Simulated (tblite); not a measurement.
# CH5NOSn: the cost of one run

Programs: tblite 0.8.0 and PySCF 2.14.0. All values are calculated, for the isolated system unless a continuum is named. Atoms count from 0, parts from 1.

1 further run of the same task is left out (for a known fault of the program).

## (1) Starting point

9 atoms, charge 0, multiplicity 1; geometry: distance geometry start.

## (2) Relaxing the cluster with GFN2-xTB

Job settings and geometry (Å):

```
{"job": {"kind": "relax", "xc": "GFN2-xTB", "basis": "xTB"}, "charge": 0, "multiplicity": 1}
Sn    -0.518001    -0.685172     0.803537
N      0.820376    -2.225618     0.452187
O     -1.523483     1.094620     1.126223
C     -0.936357     2.347408     1.281659
H      1.178382    -2.331376    -0.486678
H      1.492617    -2.456350     1.224336
H     -0.810948     2.545487     2.280493
H      0.001081     2.364699     0.819536
H     -1.531494     3.045485     0.849571
```

Level: GFN2-xTB geometry optimisation, gas phase.

Run with:

```bash
> OMP_NUM_THREADS=1 python cluster_run.py task.json out
```

This one command runs all jobs of the session in turn.

Q: Estimate the wall time of this first job on 1 thread of Intel Xeon at 2.50GHz, shared host.

About 2 s.
